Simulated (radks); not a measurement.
# Se²⁴⁺ in [He] 2s1 2p6 3d1: an all-electron calculation

Wanted: eigenvalues, radial structure and energy terms of the selenium ion Se24+.

Method: scalar-relativistic Kohn-Sham, SOGGA, spin-polarised, spherical densities, finite nucleus; open shells are filled with parallel spins first. Code: radks (a radial shooting solver on a logarithmic mesh, Libxc functionals) version 1.

**1. The atom as given**

- element: selenium (Z = 34)
- charge: +24
- electrons: 10
- configuration: [He] 2s1 2p6 3d1
- nuclear rms radius: 4.14 fm

Outer shells as boxes (Hund's rule):

Se²⁴⁺
```
[He] core
2s [↑ ]
2p [↑↓][↑↓][↑↓]
3d [↑ ][  ][  ][  ][  ]
```

**2. Self-consistent calculation**

Input:

```text
Z 34
configuration [He] 2s1 2p6 3d1
relativity scalar-relativistic
functional sogga,pbe
spin polarised
nucleus finite rms 4.14 fm
c 137.035999084
```

Q: Predict the outcome of this run.

The runs gave:

```
                        quantity                    value
                    total energy      -1990.82817 hartree
exchange-correlation share of it                   2.55 %
                            −T/E                   1.0233
          highest occupied level        3d up, -953.78 eV
    most extended occupied level  3d up, <r> = 0.398 bohr
 radius at density 0.001 e/bohr³                1.04 bohr
    maxima of the radial density                        2
```

3 principal shells are occupied and 2 maxima appear in the radial density; where shells overlap, one shows as a shoulder or not at all. −T/E is 1.023: with relativity the kinetic term as defined here no longer equals −E. This is not the tabulated ground configuration, so its levels and sizes aren't those of the ground state, and no measured value stands beside it.
